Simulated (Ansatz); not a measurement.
What does this script print? It uses Ansatz 0.2.0 through its Python package.

The script, `ch4alfo2.py`:
```python
import ansatz
from ase import Atoms

atoms = Atoms(["O", "Al", "O", "C", "F", "H", "H", "H", "H"], positions=[
    [-0.1216, 1.4916, 1.9637],
    [0.7543, 0.2346, 1.048],
    [-0.1876, -1.1621, 0.232],
    [-0.4318, -0.7993, -1.0706],
    [-1.1823, -1.8723, -1.6632],
    [-0.3789, 2.231, 1.2604],
    [2.3745, 0.329, 0.9338],
    [0.4384, -0.5911, -1.6884],
    [-1.1766, 0.0923, -1.0328],
])

first = (
    ansatz.Crystal.molecule_from_ase(atoms).calculation()
    .basis(gaussian="def2-SVP")
    .functional("PBE", dispersion="d4")
    .relax(force_tolerance=0.02, max_steps=80)
)
atoms.positions = first.run().report["positions_ang"]

start = atoms.get_dihedral(2, 1, 0, 5)
energies = {}
for turn in range(0, 360, 40):
    turned = atoms.copy()
    turned.set_dihedral(2, 1, 0, 5, start + turn, indices=[0, 5])
    model = (
        ansatz.Crystal.molecule_from_ase(turned).calculation()
        .basis(gaussian="def2-SVP")
        .functional("PBE", dispersion="d4")
    )
    energies[round((start + turn) % 360)] = model.run().report["free_energy_ev"]
floor = min(energies.values())
print("dihedral O2-Al1-O0-H5 (deg)   E - E(min) (eV)")
for angle, e in sorted(energies.items()):
    print(f"{angle:8d} {(e - floor):14.3f}  " + "#" * int(30 * (e - floor) / max(max(energies.values()) - floor, 1e-9)))
```

Output of `python ch4alfo2.py`:
```text
dihedral O2-Al1-O0-H5 (deg)   E - E(min) (eV)
       0          0.000
      40          0.101  ############
      80          0.237  #############################
     120          0.231  #############################
     160          0.143  ##################
     200          0.144  ##################
     240          0.232  #############################
     280          0.238  ##############################
     320          0.101  ############
```

The lowest point is at 0° and the highest at 280°, 0.238 eV (23.0 kJ/mol) above it, with the rest of the molecule held.

The scan is rigid and the energies are electronic, in a modest basis. With rigid groups the curve can differ much from the relaxed path, the start wasn't checked as a minimum of this torsion, and equivalent turns needn't return to the same energy. The whole script took 61 s on 1 thread of Intel(R) Xeon(R) 6975P-C (Granite Rapids) (shared host), peak memory 0.23 GiB.
